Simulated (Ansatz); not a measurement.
**Titanium, simple cubic under m-r²SCAN: from relaxation to bulk modulus**

The plan for titanium in the simple cubic structure: relax it, solve it on a dense k-mesh, then scale the cell to 7 volumes from 88 to 112 % of the relaxed one and try a fit of the equation of state. The start is ferromagnetic. The k-meshes are 12×12×12 for the relaxation; 19×19×19 for the dense run; 13×13×13 for the volumes.

This is Ti in the simple cubic structure; at room conditions it is hcp.

Method: DFT m-r2SCAN, plane waves (500 eV) with PAW, scalar-relativistic; the PAW data stem from PBE, with regenerated cores; m-r²SCAN is r²SCAN on the gauge-invariant kinetic-energy density, in Ansatz 0.2.0.

## (1) Starting point

Symmetry: Pm-3m, No. 221, cubic system. Conventional cell: a = 2.672 Å, b = 2.672 Å, c = 2.672 Å, α = 90.00°, β = 90.00°, γ = 90.00°. Ti (site symmetry m-3m) is surrounded by 6 Ti at 2.67 Å.

As a file:

```cif
data_structure
_symmetry_space_group_name_H-M 'Pm-3m'
_symmetry_Int_Tables_number 221
_cell_length_a 2.6717
_cell_length_b 2.6717
_cell_length_c 2.6717
_cell_angle_alpha 90.000
_cell_angle_beta 90.000
_cell_angle_gamma 90.000
_cell_volume 19.07
loop_
_atom_site_label
_atom_site_type_symbol
_atom_site_symmetry_multiplicity
_atom_site_Wyckoff_symbol
_atom_site_fract_x
_atom_site_fract_y
_atom_site_fract_z
_atom_site_occupancy
Ti1 Ti 1 a 0.00000 0.00000 0.00000 1
```

Starting moments (μB): +1.

## (2) Relaxation of the cell

Contents of input.yaml:

```yaml
crystal:
  lattice:
    - [2.6717143674, 0.0, 0.0]
    - [0.0, 2.6717143674, 0.0]
    - [0.0, 0.0, 2.6717143674]
  atoms:
    - { symbol: Ti, position: [0.0, 0.0, 0.0], spin: 1.0 }
hamiltonian:
  xc: mr2scan
  pseudopotentials:
    kind: paw
    azcp:
      Ti: "pseudopotentials/Ti.paw.azcp"
basis:
  ecutwfc: 500
  fft_grid_basis: typed
kpoints:
  mp_grid: { grid: [12, 12, 12], shift: [0, 0, 0] }
magnetization:
  spin_polarized: true
scf:
  occupations: { method: fermi_dirac, width: 0.05 }
relax:
  max_steps: 60
  f_tol: 0.01
  cell: {}
output:
  write_density: true
  write_potential: true
  elf: true
  volumetric_format: npy
```

Started as:

```
> ansatz run input.yaml --threads 2 --pin off --max-ram 6144MiB --backend cpu --events-out ev --progress --plain --runs-dir out
```

After this run come: Single point on a dense mesh; At 88 % of the relaxed volume; At 92 % of the relaxed volume; At 96 % of the relaxed volume; At 100 % of the relaxed volume; At 104 % of the relaxed volume; At 108 % of the relaxed volume; At 112 % of the relaxed volume.

What does the calculation give? Wanted: space group; conventional cell; volume; shortest distance; gap on the mesh; magnetic state; relative to hcp; V₀, B₀, B₀′.

**Answer**, as computed:

```
                      quantity                                  value
space group (spins left aside)                        Pm-3m (No. 221)
             conventional cell                            a = 2.632 Å
                        volume                         18.226 Å³/atom
             shortest distance                                2.632 Å
               gap on the mesh           none (levels filled in part)
                magnetic state  ferromagnetic, up to 0.10 μB per atom
               relative to hcp                          +917 meV/atom
                   V₀, B₀, B₀′            18.121 Å³/atom, 82 GPa, 3.7
```

From the guessed start the volume shrank by 4.4 % in 4 steps. Against the reference form of titanium (hcp, computed apart with the same settings) it stands 917 meV/atom higher, so it is far from stable. It ends ferromagnetic, with up to 0.10 μB per atom. No gap shows: it is a metal or semimetal at this level. The fitted modulus is 82 GPa. The symmetry was held, so the structure may be unstable against distortions that break it.
